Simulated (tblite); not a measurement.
# C5H13N2P: the cost of one run

Programs: tblite 0.8.0 and PySCF 2.14.0, with density-fitted response routines of our own. Each step states its level of theory. These are calculated values for one molecule in the gas phase, unless marked as measured. Atoms are numbered from 0 throughout.

### Step 1. Starting geometry

21 atoms, charge 0, multiplicity 1; geometry from: force field or distance geometry start.

Bonds of the start (Å): C0–N1 1.47, N1–C2 1.45, N1–C3 1.43, C3–P4 1.65, P4–N5 1.76, N5–C6 1.42, N5–C7 1.45, C0–H8 1.11, C0–H9 1.11, C0–H10 1.12, C2–H11 1.10, C2–H12 1.14, C2–H13 1.12, C3–H14 1.10, C6–H15 1.13, C6–H16 1.10, C6–H17 1.10, C7–H18 1.10, C7–H19 1.12, C7–H20 1.12.

### Step 2. Optimising the geometry with GFN2-xTB

The job: settings as JSON, then the geometry in Å.

```
{"job": {"kind": "relax", "xc": "GFN2-xTB", "basis": "xTB"}, "charge": 0, "multiplicity": 1}
C     -1.873300    -0.714300     1.206500
N     -1.269800    -0.229700    -0.046300
C     -2.394900    -0.103400    -0.957000
C     -0.886600     1.123700     0.216500
P      0.670400     1.602900     0.500100
N      1.969000     0.415600     0.459000
C      1.595800    -0.943500     0.271700
C      3.167200     0.821700    -0.244900
H     -1.411900    -1.660900     1.546600
H     -1.807000     0.087500     1.969300
H     -2.959500    -0.943300     1.068300
H     -2.244800    -0.613400    -1.916600
H     -3.341500    -0.540000    -0.507600
H     -2.661700     0.980800    -1.094000
H     -1.670500     1.889700     0.254000
H      2.536200    -1.562800     0.361800
H      0.946300    -1.338500     1.069900
H      1.141400    -1.201600    -0.699400
H      3.455200     0.146500    -1.065700
H      4.055000     0.951500     0.421800
H      2.976200     1.848500    -0.659700
```

Started as:

```bash
OMP_NUM_THREADS=1 python probes_run.py task.json out
```

This one command runs all jobs of the session in turn.

Q: Estimate the wall time of this first job on 1 thread of Arm Neoverse V2, shared host.

About 1.5 s.
